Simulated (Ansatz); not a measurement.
# ClGaH4SeSi: the cost of one run

Program: Ansatz 0.2.0, Gaussian basis. Level of theory: the settings change from run to run. These are calculated values, not measurements.

**1. The relaxed structure**

The structure was relaxed beforehand with PBE0-D4 in a triple-zeta def2 set.

SMILES `[SiH3][Se][GaH][Cl]`, 8 atoms, charge 0, spin multiplicity 1.

Atoms are counted from 1 here; the program's logs count them from 0.

Bond lengths: Si1–Se2 2.287 Å, Si1–H5 1.485 Å, Si1–H6 1.483 Å, Si1–H7 1.483 Å, Se2–Ga3 2.309 Å, Ga3–Cl4 2.142 Å, Ga3–H8 1.552 Å. Angles: Se2–Si1–H5 109.8°, Se2–Si1–H6 109.0°, Se2–Si1–H7 109.1°, H5–Si1–H6 109.8°, H5–Si1–H7 109.8°, H6–Si1–H7 109.4°, Si1–Se2–Ga3 96.4°, Se2–Ga3–Cl4 113.8°, Se2–Ga3–H8 126.5°, Cl4–Ga3–H8 119.7°.

**2. B3LYP/def2-TZVPP**

Options: charge +1, multiplicity 2, restricted open-shell orbitals, a point charge of 2.00 e beside it, D3(BJ) with three-body dispersion, relativity set to scalar, high accuracy.

Contents of in.yaml:

```yaml
crystal:
  periodic: [false, false, false]
  atoms:
    - {symbol: Si, position_ang: [-1.466765, -0.293369, -0.524148]}
    - {symbol: Se, position_ang: [0.509958, 0.470236, -1.383635]}
    - {symbol: Ga, position_ang: [1.710236, 0.348391, 0.585455]}
    - {symbol: Cl, position_ang: [3.750556, 0.971309, 0.393901]}
    - {symbol: H, position_ang: [-1.305642, -0.591407, 0.921721]}
    - {symbol: H, position_ang: [-1.865561, -1.524585, -1.248323]}
    - {symbol: H, position_ang: [-2.508869, 0.745687, -0.708685]}
    - {symbol: H, position_ang: [1.176088, -0.126251, 1.963713]}
basis:
  gaussian: {orbitals: def2-TZVPP, point_charges: [{charge: 2.00, position_ang: [6.937, 0.021, 0.141]}]}
total_charge: 1
magnetization: {spin_polarized: false, initial_magnetization: 1}
hamiltonian: {xc: {name: B3LYP}, dispersion: d3bjatm, pseudopotentials: {relativity: scalar}}
accuracy: high
```

The run is started by

```
$ ansatz run in.yaml --threads 2 --pin off --events-out ev --progress --plain --max-ram 32768MiB --backend cpu
```

Q: Estimate wall time and peak memory on 2 threads of AMD EPYC 7R13, shared host.

About 53 s, with a peak of 1.9 GiB.
